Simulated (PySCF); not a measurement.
**SiClF2 (SMILES F[Si](F)Cl) at FCI/STO-6G**

Aim: the vertical ionisation energy of SiClF2 at FCI/STO-6G, from 2 runs. 

Program for the calculation: PySCF 2.14.0.

9 further runs of the same task are left out: 1 that didn't finish, 8 set aside as unsound or not needed.

### Step 1. Starting point

SiClF2: 4 atoms, total charge 0, spin state doublet. As SMILES, `F[Si](F)Cl`. The coordinates come from a PBE0-D4/def2-TZVP relaxation.

Bond lengths: F1–Si2 1.585 Å, Si2–F3 1.585 Å, Si2–Cl4 2.036 Å. Angles: F1–Si2–F3 107.0°, F1–Si2–Cl4 108.9°, F3–Si2–Cl4 108.9°.

### Step 2. A single-point energy at FCI/STO-6G

Contents of calc.py:

```python
# F[Si](F)Cl
from pyscf import gto, mcscf

mol = gto.M(
    atom=[
    ('F', (1.308200, 0.129000, 0.798000)),
    ('Si', (0.221200, -0.316500, -0.265700)),
    ('F', (-0.871800, -1.157400, 0.514900)),
    ('Cl', (-0.657600, 1.344900, -1.047300)),
],
    max_memory=1860,
    verbose=3,
    spin=1,
    basis='sto-6g',
)

mf = mol.ROHF()
mf.conv_tol = 1e-10
mf.kernel()
if not mf.converged:
    mf = mf.newton().run(mf.mo_coeff, mf.mo_occ)

cas = mcscf.CASCI(mf, mf.mo_coeff.shape[-1] - 12, (mol.nelec[0] - 12, mol.nelec[1] - 12))  # full CI above the frozen core
cas.fix_spin_(ss=0.75)
cas.kernel()
energy = cas.e_tot
print('Final energy', energy)
```

Run with:

```
OMP_NUM_THREADS=1 python calc.py
```

Standard output:

```text
converged SCF energy = -943.854307267904
CASCI E = -943.935256264512  E(CI) = -119.033317772387  S^2 = 0.7500000
Final energy -943.9352562645123
```

Wall time 63 s (1 thread of Arm Neoverse V1, shared host); peak memory 0.34 GiB.

### Step 3. The singlet cation, same level

Contents of input.xyz:

```xyz
4
ClF2Si
F      1.308200     0.129000     0.798000
Si     0.221200    -0.316500    -0.265700
F     -0.871800    -1.157400     0.514900
Cl    -0.657600     1.344900    -1.047300
```

Contents of job.py:

```python
from pyscf import gto, scf, mcscf

system = gto.Mole()
system.atom = 'input.xyz'
system.charge = 1
system.max_memory = 1860
system.basis = 'sto-6g'
system.verbose = 3
system.build()

myscf = scf.RHF(system)
myscf.conv_tol = 1e-10
myscf.kernel()
if not myscf.converged:
    myscf = myscf.newton().run(myscf.mo_coeff, myscf.mo_occ)

cas = mcscf.CASCI(myscf, myscf.mo_coeff.shape[-1] - 12, (system.nelec[0] - 12, system.nelec[1] - 12))  # full CI above the frozen core
cas.fix_spin_(ss=0.0)
cas.kernel()
e_final = cas.e_tot
print('Final energy', e_final)
```

Run with:

```
OMP_NUM_THREADS=1 python job.py
```

Standard output:

```text
converged SCF energy = -943.582337568936
CASCI E = -943.717128633559  E(CI) = -118.811456035053  S^2 = 0.0000000
Final energy -943.7171286335589
```

Run time: 4.3 min. Hardware: 1 thread of Arm Neoverse V1, shared host; peak memory 0.84 GiB.

### Step 4. Results

Level: FCI/STO-6G, 12 core orbitals frozen.

| quantity | value |
| --- | --- |
| doublet SiClF2: total energy | -943.93526 Eh |
| doublet SiClF2: dipole moment (Hartree–Fock density) | 2.80 D |
| doublet SiClF2: correlation energy (12 core orbitals frozen) | -80.9 mEh |
| singlet cation: total energy | -943.71713 Eh |
| singlet cation: HOMO energy (Hartree–Fock orbitals) | -18.59 eV |
| singlet cation: LUMO energy (Hartree–Fock orbitals) | -6.87 eV |
| singlet cation: HOMO–LUMO gap (Hartree–Fock orbitals) | 11.72 eV |
| singlet cation: correlation energy (12 core orbitals frozen) | -134.8 mEh |
| vertical ionisation energy (to the singlet cation) | 5.936 eV |

In words: The vertical ionisation energy comes to 5.94 eV (137 kcal/mol). Only the singlet of the ionised species was computed; a triplet could lie lower. In a minimal basis such a difference can be off by several eV, whatever the method. Mulliken charges (singlet cation) of the mean-field density run from -0.18 on F1 to +1.45 on Si2; they depend strongly on the basis.
